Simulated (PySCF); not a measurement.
# GeF₂: structure of the singlet

Aim: relax GeF₂ as a singlet from a bent start, check by its vibrations whether the end is a minimum, and collect its spectrum and constants.

Program: PySCF 2.14.0. Level of theory: B3LYP, basis Ge def2-TZVP, F def2-TZVP, no relativity, density fitting. These are calculated values, not measurements.

### 1 Where the work starts

3 atoms, charge 0, spin multiplicity 1.

Bond lengths: Ge1–F2 1.850 Å, Ge1–F3 1.850 Å. Angles: F2–Ge1–F3 110.0°.

```xyz
3
charge 0 multiplicity 1
Ge    0.0000    0.0000    0.0000
F     1.5154    0.0000    1.0611
F    -1.5154    0.0000    1.0611
```

### 2 First SCF at the start

The steps below are one call of a driver around PySCF. For each, scf.py gives the equivalent set-up of the SCF; relaxations use the driver's own optimiser. After this first run the driver tries any further starts and a stability analysis.

Contents of scf.py:

```python
from pyscf import gto, scf, dft
mol = gto.M(atom='''
Ge     0.000000     0.000000     0.000000
F      1.515400     0.000000     1.061100
F     -1.515400     0.000000     1.061100''',
    basis={'Ge': 'def2-TZVP', 'F': 'def2-TZVP'},
    charge=0, spin=0)
mf = dft.RKS(mol, xc='B3LYP')
mf.grids.atom_grid = (50, 194)
aux = {'Ge': 'def2-universal-JKFIT', 'F': 'def2-universal-JKFIT'}
mf = mf.density_fit(auxbasis=aux)
mf.conv_tol = 1e-08
mf.diis_space = 10
mf.max_cycle = 60
mf.init_guess = 'minao'
mf.verbose = 4
mf.kernel()
```

Command:

```console
OMP_NUM_THREADS=2 python axn.py task.json out
```

The runs that follow: Relaxation: bent start, singlet; Is it a minimum? Harmonic modes.

What does the calculation give? Wanted: minimum; geometry; wavenumbers; dipole moment; highest occupied, lowest empty level; polar-tensor charge of Ge1; zero-point energy; atomisation energy.

As calculated:

| quantity | value |
| --- | --- |
| minimum | singlet, C2v |
| geometry | Ge–F 1.758 Å (×2); F–Ge–F 97.4° |
| wavenumbers (cm⁻¹) | 252 (a1), 647 (b2), 674 (a1) |
| dipole moment | 2.64 D |
| highest occupied, lowest empty level | -8.83, -2.90 eV |
| polar-tensor charge of Ge1 | +1.24 e |
| zero-point energy | 9.4 kJ/mol |
| entropy at 298.15 K | 271.8 J/(mol K) |
| atomisation energy (no zero-point energy) | 1065 kJ/mol |

In words: The bent start keeps its C2v symmetry and ends in a minimum. In the infrared the band at 647 cm⁻¹ (b2, stretch) leads. Only this shape and spin were tried, so other structures or states may lie lower.
